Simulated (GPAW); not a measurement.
# NbRu3C (Pm-3m) in GPAW: further runs

One crystal, NbRu3C, is run at these levels: r2SCAN, PBE; tasks: equation of state, band structure.

Program: GPAW 26.7.0. These are calculated values, not measurements. Logs are shortened: lines on timing, memory, paths and dates and some standing lists are left out, and cuts for length are marked. The log counts tension as positive stress, the text compression.

## Step 1: The structure

It takes space group Pm-3m (No. 221, cubic). Conventional cell: a = 4.065 Å, b = 4.065 Å, c = 4.065 Å, α = 90.00°, β = 90.00°, γ = 90.00°. Ru (site symmetry 4/mmm) is surrounded by 2 C at 2.03 Å. Nb (site symmetry m-3m) has 12 Ru at 2.87 Å as nearest neighbours. C (site symmetry m-3m) has 6 Ru at 2.03 Å as nearest neighbours.

The cell comes from a database or a generator and needn't be the stable form of this composition.

## Step 2: Equation of state, r2SCAN

The input, run.py:

```python
from ase import Atoms
from ase.eos import EquationOfState
from ase.io import Trajectory
from ase.units import GPa
from gpaw import GPAW, PW

atoms = Atoms(['Ru', 'Ru', 'Ru', 'Nb', 'C'],
              cell=[[4.065138, 0.0, 0.0],
                    [0.0, 4.065138, 0.0],
                    [0.0, 0.0, 4.065138]],
              scaled_positions=[[0.5, 0.5, 0.0],
                                [0.5, 0.0, 0.5],
                                [0.0, 0.5, 0.5],
                                [0.0, 0.0, 0.0],
                                [0.5, 0.5, 0.5]],
              pbc=True)

traj = Trajectory('eos.traj', 'w')
volumes, energies = [], []
for x in [0.94, 0.96, 0.98, 1.0, 1.02, 1.04, 1.06]:
    a = atoms.copy()
    a.set_cell(atoms.cell * x**(1 / 3), scale_atoms=True)
    calc = GPAW(mode=PW(800),
                xc='MGGA_X_R2SCAN+MGGA_C_R2SCAN',
                kpts={'size': (5, 5, 5), 'gamma': True},
                occupations={'name': 'fermi-dirac', 'width': 0.05},
                nbands=56,
                convergence={'density': 1e-05, 'energy': 1e-05},
                maxiter=150,
                txt=f'eos-{x:.2f}.txt')
    a.calc = calc
    energies.append(a.get_potential_energy(force_consistent=True))
    volumes.append(a.get_volume())
    p = -a.get_stress()[:3].mean() / GPa
    calc.write(f'eos-{x:.2f}.gpw')
    traj.write(a)
    print(f'{x:.2f} {volumes[-1]:10.4f} A^3 {energies[-1]:14.6f} eV {p:9.3f} GPa', flush=True)

v0, e0, B = EquationOfState(volumes, energies, eos='birchmurnaghan').fit()
print(f'V0 = {v0:.4f} A^3, E0 = {e0:.6f} eV, B0 = {B / GPa:.2f} GPa')
```

Potentials or basis: GPAW PAW data sets (gpaw-data 1.2.1), pw.

Launch:

```sh
> OMP_NUM_THREADS=1 python run.py
```

Output:

```text
__  _  _
 | _ |_)|_||  |
 |__||  | ||/\| - 26.7.0

Input parameters:
  mode=PW(ecut=800.0),
  convergence={'density': 1e-05, 'energy': 1e-05},
  kpts=MonkhorstPack(size=(5, 5, 5), gamma=True),
  maxiter=150,
  nbands=56,
  occupations=Occupations(name='fermi-dirac', width=0.05),
  xc=XC(name='MGGA_X_R2SCAN+MGGA_C_R2SCAN')

Diagonalizing LCAO Hamiltonian
Converting LCAO to pw mode
   .---------.
  /|         |
 * |         |
 |Ru   C     |
 | |  Ru     |
 | .---------.
 |/    Ru   /
 Nb--------*

Atoms  # Å, Bohr magnetons
|   | symbol |        x |        y |        z |    initial magnetic moments |
|---|--------|----------|----------|----------|-----------------------------|
| 0 |     Ru | 2.005098 | 2.005098 | 0.000000 | ( 0.0000,  0.0000,  0.0000) |
| 1 |     Ru | 2.005098 | 0.000000 | 2.005098 | ( 0.0000,  0.0000,  0.0000) |
| 2 |     Ru | 0.000000 | 2.005098 | 2.005098 | ( 0.0000,  0.0000,  0.0000) |
| 3 |     Nb | 0.000000 | 0.000000 | 0.000000 | ( 0.0000,  0.0000,  0.0000) |
| 4 |      C | 2.005098 | 2.005098 | 2.005098 | ( 0.0000,  0.0000,  0.0000) |

Unit cell  # Å
| periodic |        x |        y |        z |  lengths |    angles |
|----------|----------|----------|----------|----------|-----------|
|      yes | 4.010197 | 0.000000 | 0.000000 | 4.010197 | 90.000000 |
|      yes | 0.000000 | 4.010197 | 0.000000 | 4.010197 | 90.000000 |
|      yes | 0.000000 | 0.000000 | 4.010197 | 4.010197 | 90.000000 |

Number of symmetries: 48
Symmetry operations  # r_c * U_cc + t_c -> r_c
|    | kind |            matrix            |
|----|------|------------------------------|
|  0 |  E   |  1, 0, 0,  0, 1, 0,  0, 0, 1 |
|  1 |  σ   |  1, 0, 0,  0, 1, 0,  0, 0,-1 |
|  2 |  σ   |  1, 0, 0,  0, 0, 1,  0, 1, 0 |
|  3 |  C4  |  1, 0, 0,  0, 0, 1,  0,-1, 0 |
|  4 |  C4  |  1, 0, 0,  0, 0,-1,  0, 1, 0 |
|  5 |  σ   |  1, 0, 0,  0, 0,-1,  0,-1, 0 |
|  6 |  σ   |  1, 0, 0,  0,-1, 0,  0, 0, 1 |
|  7 |  C2  |  1, 0, 0,  0,-1, 0,  0, 0,-1 |
|  8 |  σ   |  0, 1, 0,  1, 0, 0,  0, 0, 1 |
|  9 |  C2  |  0, 1, 0,  1, 0, 0,  0, 0,-1 |
| 10 |  C3  |  0, 1, 0,  0, 0, 1,  1, 0, 0 |
| 11 |  S6  |  0, 1, 0,  0, 0, 1, -1, 0, 0 |
| 12 |  S6  |  0, 1, 0,  0, 0,-1,  1, 0, 0 |
| 13 |  C3  |  0, 1, 0,  0, 0,-1, -1, 0, 0 |
| 14 |  C4  |  0, 1, 0, -1, 0, 0,  0, 0, 1 |
| 15 |  S4  |  0, 1, 0, -1, 0, 0,  0, 0,-1 |
| 16 |  C3  |  0, 0, 1,  1, 0, 0,  0, 1, 0 |
| 17 |  S6  |  0, 0, 1,  1, 0, 0,  0,-1, 0 |
| 18 |  σ   |  0, 0, 1,  0, 1, 0,  1, 0, 0 |
| 19 |  C4  |  0, 0, 1,  0, 1, 0, -1, 0, 0 |
| 20 |  C2  |  0, 0, 1,  0,-1, 0,  1, 0, 0 |
| 21 |  S4  |  0, 0, 1,  0,-1, 0, -1, 0, 0 |
| 22 |  S6  |  0, 0, 1, -1, 0, 0,  0, 1, 0 |
| 23 |  C3  |  0, 0, 1, -1, 0, 0,  0,-1, 0 |
| 24 |  S6  |  0, 0,-1,  1, 0, 0,  0, 1, 0 |
| 25 |  C3  |  0, 0,-1,  1, 0, 0,  0,-1, 0 |
| 26 |  C4  |  0, 0,-1,  0, 1, 0,  1, 0, 0 |
| 27 |  σ   |  0, 0,-1,  0, 1, 0, -1, 0, 0 |
| 28 |  S4  |  0, 0,-1,  0,-1, 0,  1, 0, 0 |
| 29 |  C2  |  0, 0,-1,  0,-1, 0, -1, 0, 0 |
| 30 |  C3  |  0, 0,-1, -1, 0, 0,  0, 1, 0 |
| 31 |  S6  |  0, 0,-1, -1, 0, 0,  0,-1, 0 |
| 32 |  C4  |  0,-1, 0,  1, 0, 0,  0, 0, 1 |
| 33 |  S4  |  0,-1, 0,  1, 0, 0,  0, 0,-1 |
| 34 |  S6  |  0,-1, 0,  0, 0, 1,  1, 0, 0 |
| 35 |  C3  |  0,-1, 0,  0, 0, 1, -1, 0, 0 |
| 36 |  C3  |  0,-1, 0,  0, 0,-1,  1, 0, 0 |
| 37 |  S6  |  0,-1, 0,  0, 0,-1, -1, 0, 0 |
| 38 |  σ   |  0,-1, 0, -1, 0, 0,  0, 0, 1 |
| 39 |  C2  |  0,-1, 0, -1, 0, 0,  0, 0,-1 |
| 40 |  σ   | -1, 0, 0,  0, 1, 0,  0, 0, 1 |
[... 94 lines left out ...]
    |   4s |  2.000 |     -58.361 |    1.323 |
    |   5s |  1.000 |      -3.980 |    1.323 |
    |   4p |  6.000 |     -34.526 |    1.323 |
    |   5p |  0.000 |      -1.111 |    1.323 |
    |   4d |  4.000 |      -3.041 |    1.244 |
    |    d |        |      24.171 |    1.244 |

    Using partial waves for Nb as LCAO basis

  C:
    name:    Carbon
    Z:       6.0
    valence: 4
    core:    2
    charge:  0.0  # [|e|]
    compensation charges:
      type: gauss
      rc: 0.20  # [Å]
      lmax: 2
    cutoffs:
      filter: 1.14  # [Å]
      core: 1.14  # [Å]
    projectors
    | kind |    occ | energy [eV] | rcut [Å] |
    |------|--------|-------------|----------|
    |   2s |  2.000 |     -13.751 |    0.635 |
    |   2p |  2.000 |      -5.284 |    0.635 |
    |    s |        |      13.461 |    0.635 |
    |    p |        |      21.927 |    0.635 |
    |    d |        |       0.000 |    0.635 |

    Using partial waves for C as LCAO basis

Reference energy: -474669.150853  # eV

eigensolver:
  PPCG
  Converge bands: occupied
  niter=2

density mixing:
  MSR1-Mixer
  Pratt-step length: 0.05
  Maximum mixing coefficient: 0.75
  Old densities: 10
  SVD Regularization: 0.005
  Good broyden scale: 1.0
  Trust region scale: 1.0
  Backstep threshold: 4.0
  History deletion threshold: 6.0
  Fourier metric: weight=20.0, sigma=0.015

occupation numbers:
  Fermi-Dirac:
    width: 0.0500  # eV

poisson solver:
  ecut: 6400.0  # eV

xc functional:
  name: MGGA_X_R2SCAN+MGGA_C_R2SCAN with 2 nearest neighbor stencil

convergence criteria:
- Maximum integral of absolute [dens]ity change: 1e-05 electrons / valence electron
- Maximum [total energy] change in last 3 cyles: 1e-05 eV / valence electron
- Maximum integral of absolute [eigenst]ate change: 4e-08 eV^2 / valence electron
maximum number of iterations: 150

SCF iterations
|iter     | |      energy | eigst |  dens |
|---------|-|-------------|-------|-------|
|iter:   1| | -118.652280 | +0.45 |       |
|iter:   2| |  -99.519254 | -1.13 | -1.02 |
|iter:   3| | -101.122827 | -0.96 | -1.09 |
|iter:   4| |  -96.419013 | -1.82 | -0.95 |
|iter:   5| |  -96.752854 | -2.13 | -1.45 |
|iter:   6| |  -96.736318 | -2.24 | -1.70 |
|iter:   7| |  -96.731999 | -3.43 | -2.09 |
|iter:   8| |  -96.743507 | -3.24 | -2.40 |
|iter:   9| |  -96.742899 | -4.80 | -2.97 |
|iter:  10| |  -96.742933c| -6.29 | -3.90 |
|iter:  11| |  -96.742911c| -7.11 | -4.27 |
|iter:  12| |  -96.742916c| -7.77c| -4.84 |
|iter:  13| |  -96.742916c| -8.38c| -5.56c|

Converged in 13 steps
Energy contributions relative to reference atoms: (reference = -474669.150853)

Energy contributions:
  Kinetic:          -3.298606
  Coulomb:         -10.504489
  Zero:             -0.995376
  External:          0.000000
  Xc:              -81.930004
  Entropy:          -0.028881
  Spinorbit:         0.000000
  ----------------------------
  Free energy:     -96.757357
  Extrapolated:    -96.742916

dipole moment: (-28.716628, -28.716628, -28.716628)  # |e|*Ang

Fermi level: 13.368
Eigenvalues  # (at kpt = [0.000, 0.000, 0.000])
| band index |      eig [eV] | occ [0-2] |
|------------|---------------|-----------|
|          0 |       -62.117 |     2.000 |
|        ... |               |           |
|         23 |         9.925 |     2.000 |
|         24 |         9.925 |     2.000 |
|         25 |         9.925 |     2.000 |
|         26 |        10.566 |     2.000 |
|         27 |        10.566 |     2.000 |
|         28 |        10.566 |     2.000 |
[... 8 lines left out ...]
|         37 |        16.555 |     0.000 |
|         38 |        16.555 |     0.000 |
|        ... |               |           |
|         55 |        37.330 |     0.000 |

No gap
No difference between direct/indirect transitions

Stress tensor  # eV/Ang^3
|         x |         y |         z |
|-----------|-----------|-----------|
| -0.032666 |  0.000000 |  0.000000 |
|  0.000000 | -0.032666 |  0.000000 |
|  0.000000 |  0.000000 | -0.032666 |

# Writing to eos-0.96.gpw (mode='')
```

stdout:

```text
0.94    63.1471 A^3     -96.683615 eV    12.295 GPa
0.96    64.4907 A^3     -96.757357 eV     5.234 GPa
0.98    65.8343 A^3     -96.775005 eV    -1.072 GPa
1.00    67.1778 A^3     -96.742731 eV    -6.702 GPa
1.02    68.5214 A^3     -96.665792 eV   -11.726 GPa
1.04    69.8649 A^3     -96.548965 eV   -16.209 GPa
1.06    71.2085 A^3     -96.396854 eV   -20.205 GPa
V0 = 65.6134 A^3, E0 = -96.775718 eV, B0 = 296.43 GPa
```

eos-0.98.txt:

```text
SCF iterations
|iter     | |      energy | eigst |  dens |
|---------|-|-------------|-------|-------|
|iter:   1| | -118.748148 | +0.44 |       |
|iter:   2| |  -99.526652 | -1.13 | -1.01 |
|iter:   3| | -101.330317 | -0.96 | -1.09 |
|iter:   4| |  -96.400421 | -1.81 | -0.94 |
|iter:   5| |  -96.778327 | -2.10 | -1.44 |
|iter:   6| |  -96.759248 | -2.20 | -1.67 |
[... 46 lines left out ...]
|         38 |        16.089 |     0.000 |
|        ... |               |           |
|         55 |        36.730 |     0.000 |

No gap
No difference between direct/indirect transitions

Stress tensor  # eV/Ang^3
|        x |        y |        z |
|----------|----------|----------|
| 0.006693 | 0.000000 | 0.000000 |
| 0.000000 | 0.006693 | 0.000000 |
| 0.000000 | 0.000000 | 0.006693 |

# Writing to eos-0.98.gpw (mode='')
```

Wall time 12 min (1 thread of Arm Neoverse V2, shared host); peak memory 1.2 GiB.

Results:

```yaml
Equilibrium_volume: "13.12 Å³/atom (rough: see the caveat)"
Bulk_modulus: 296 GPa (rough)
```

Energy against volume, from the lowest point:
```tsv
volume (Å³/atom)	energy (meV/atom)
12.629	18.28
12.898	3.53
13.167	0.00
13.436	6.45
13.704	21.84
13.973	45.21
14.242	75.63
```

Caveat: the points scatter about the fit; the PAW data sets were made with another functional, which shifts forces and pressure a little.

## Step 3: Band structure, PBE

The input, run.py:

```python
from ase import Atoms
from ase.dft.bandgap import bandgap
from ase.io import write
from ase.units import GPa
from gpaw import GPAW, PW

atoms = Atoms(['Ru', 'Ru', 'Ru', 'Nb', 'C'],
              cell=[[4.065138, 0.0, 0.0],
                    [0.0, 4.065138, 0.0],
                    [0.0, 0.0, 4.065138]],
              scaled_positions=[[0.5, 0.5, 0.0],
                                [0.5, 0.0, 0.5],
                                [0.0, 0.5, 0.5],
                                [0.0, 0.0, 0.0],
                                [0.5, 0.5, 0.5]],
              pbc=True)

calc = GPAW(mode=PW(800),
            xc='PBE',
            kpts={'size': (5, 5, 5), 'gamma': True},
            occupations={'name': 'fermi-dirac', 'width': 0.05},
            nbands=56,
            convergence={'density': 1e-05, 'energy': 1e-05},
            maxiter=150,
            txt='gpaw.txt')
atoms.calc = calc
energy = atoms.get_potential_energy()
forces = atoms.get_forces()
stress = atoms.get_stress()
calc.write('gs.gpw')
write('result.traj', atoms)
print(f'Energy: {energy:.6f} eV')
print('Forces (eV/A):')
print(forces.round(4))
print('Stress (GPa):', (stress / GPa).round(3))
print('Fermi level:', round(calc.get_fermi_level(), 4), 'eV')
print(f'Gap: {bandgap(calc)[0]:.4f} eV, direct: {bandgap(calc, direct=True)[0]:.4f} eV')

path = atoms.cell.bandpath('GXMGRX,MR', npoints=60, eps=1e-4)
bs_calc = calc.fixed_density(kpts=path, symmetry='off', nbands=77,
                             convergence={'bands': 'CBM+6.0', 'eigenstates': 1e-6}, txt='bands.txt')
bs = bs_calc.band_structure()
bs.write('bs.json')
print(f'Gap on the path: {bandgap(bs_calc)[0]:.4f} eV')
```

Potentials or basis: GPAW PAW data sets (gpaw-data 1.2.1), pw.

Launch:

```sh
> OMP_NUM_THREADS=1 python run.py
```

gpaw.txt:

```text
__  _  _
 | _ |_)|_||  |
 |__||  | ||/\| - 26.7.0

Input parameters:
  mode=PW(ecut=800.0),
  convergence={'density': 1e-05, 'energy': 1e-05},
  kpts=MonkhorstPack(size=(5, 5, 5), gamma=True),
  maxiter=150,
  nbands=56,
  occupations=Occupations(name='fermi-dirac', width=0.05),
  xc=XC(name='PBE')

Diagonalizing LCAO Hamiltonian
Converting LCAO to pw mode
   .---------.
  /|         |
 * |         |
 | |         |
 |Ru   C     |
 | .--Ru-----.
 |/    Ru   /
 Nb--------*

Atoms  # Å, Bohr magnetons
|   | symbol |        x |        y |        z |    initial magnetic moments |
|---|--------|----------|----------|----------|-----------------------------|
| 0 |     Ru | 2.032569 | 2.032569 | 0.000000 | ( 0.0000,  0.0000,  0.0000) |
| 1 |     Ru | 2.032569 | 0.000000 | 2.032569 | ( 0.0000,  0.0000,  0.0000) |
| 2 |     Ru | 0.000000 | 2.032569 | 2.032569 | ( 0.0000,  0.0000,  0.0000) |
| 3 |     Nb | 0.000000 | 0.000000 | 0.000000 | ( 0.0000,  0.0000,  0.0000) |
| 4 |      C | 2.032569 | 2.032569 | 2.032569 | ( 0.0000,  0.0000,  0.0000) |

Unit cell  # Å
| periodic |        x |        y |        z |  lengths |    angles |
|----------|----------|----------|----------|----------|-----------|
|      yes | 4.065138 | 0.000000 | 0.000000 | 4.065138 | 90.000000 |
|      yes | 0.000000 | 4.065138 | 0.000000 | 4.065138 | 90.000000 |
|      yes | 0.000000 | 0.000000 | 4.065138 | 4.065138 | 90.000000 |

Number of symmetries: 48
Symmetry operations  # r_c * U_cc + t_c -> r_c
|    | kind |            matrix            |
|----|------|------------------------------|
|  0 |  E   |  1, 0, 0,  0, 1, 0,  0, 0, 1 |
|  1 |  σ   |  1, 0, 0,  0, 1, 0,  0, 0,-1 |
[... 204 lines left out ...]
|iter:   1| |  -53.195730 | +0.34 |       |
|iter:   2| |  -51.845921 | -1.75 | -1.00 |
|iter:   3| |  -48.314659 | -1.07 | -1.05 |
|iter:   4| |  -49.900046 | -1.83 | -1.60 |
|iter:   5| |  -48.159562 | -2.15 | -1.27 |
|iter:   6| |  -48.243302 | -2.75 | -1.92 |
|iter:   7| |  -48.132649 | -3.37 | -1.68 |
|iter:   8| |  -48.131803 | -4.24 | -2.52 |
|iter:   9| |  -48.131735 | -5.72 | -3.39 |
|iter:  10| |  -48.131727c| -6.69 | -3.91 |
|iter:  11| |  -48.131727c| -8.15c| -4.59 |
|iter:  12| |  -48.131727c| -8.67c| -5.32c|

Converged in 12 steps
Energy contributions relative to reference atoms: (reference = -474669.150853)

Energy contributions:
  Kinetic:          -5.044436
  Coulomb:         -12.046996
  Zero:             -0.693031
  External:          0.000000
  Xc:              -30.331598
  Entropy:          -0.031330
  Spinorbit:         0.000000
  ----------------------------
  Free energy:     -48.147392
  Extrapolated:    -48.131727

dipole moment: (-29.085752, -29.085752, -29.085752)  # |e|*Ang

Fermi level: 12.684
Eigenvalues  # (at kpt = [0.000, 0.000, 0.000])
| band index |      eig [eV] | occ [0-2] |
|------------|---------------|-----------|
|          0 |       -60.526 |     2.000 |
|        ... |               |           |
|         23 |         9.492 |     2.000 |
|         24 |         9.492 |     2.000 |
|         25 |         9.492 |     2.000 |
|         26 |        10.174 |     2.000 |
|         27 |        10.174 |     2.000 |
|         28 |        10.174 |     2.000 |
[... 8 lines left out ...]
|         37 |        15.591 |     0.000 |
|         38 |        15.591 |     0.000 |
|        ... |               |           |
|         55 |        35.046 |     0.000 |

No gap
No difference between direct/indirect transitions

Forces  # eV/Ang
|        x |        y |        z |
|----------|----------|----------|
| -0.00000 | -0.00000 | -0.00000 |  # Ru   0
| -0.00000 | -0.00000 | -0.00000 |  # Ru   1
| -0.00000 | -0.00000 | -0.00000 |  # Ru   2
| -0.00000 |  0.00000 |  0.00000 |  # Nb   3
|  0.00000 |  0.00000 |  0.00000 |  # C    4

Stress tensor  # eV/Ang^3
|        x |        y |        z |
|----------|----------|----------|
| 0.021199 | 0.000000 | 0.000000 |
| 0.000000 | 0.021199 | 0.000000 |
| 0.000000 | 0.000000 | 0.021199 |

# Writing to gs.gpw (mode='')
```

It took 2.5 min on 1 thread of Arm Neoverse V2, shared host; peak memory 0.59 GiB.

What came out:

```yaml
Free_energy: -48.1474 eV
Pressure: -3.4 GPa
Band_gap_along_the_path: none (metal or under the smearing width)
```

Levels at the corners of the path, in eV from the Fermi level:
```csv
point,band 30,band 31,band 32,band 33,band 34,band 35
Γ,-1.32,-1.32,0.64,0.66,0.66,0.66
X,-1.36,-1.36,-0.71,-0.28,-0.28,0.55
M,-2.34,-1.57,-1.23,-0.88,0.37,0.37
Γ,-1.32,-1.32,0.64,0.66,0.66,0.66
R,0.24,0.24,0.24,0.43,0.43,0.43
X,-1.36,-1.36,-0.71,-0.28,-0.28,0.55
M,-2.34,-1.57,-1.23,-0.88,0.37,0.37
R,0.24,0.24,0.24,0.43,0.43,0.43
```
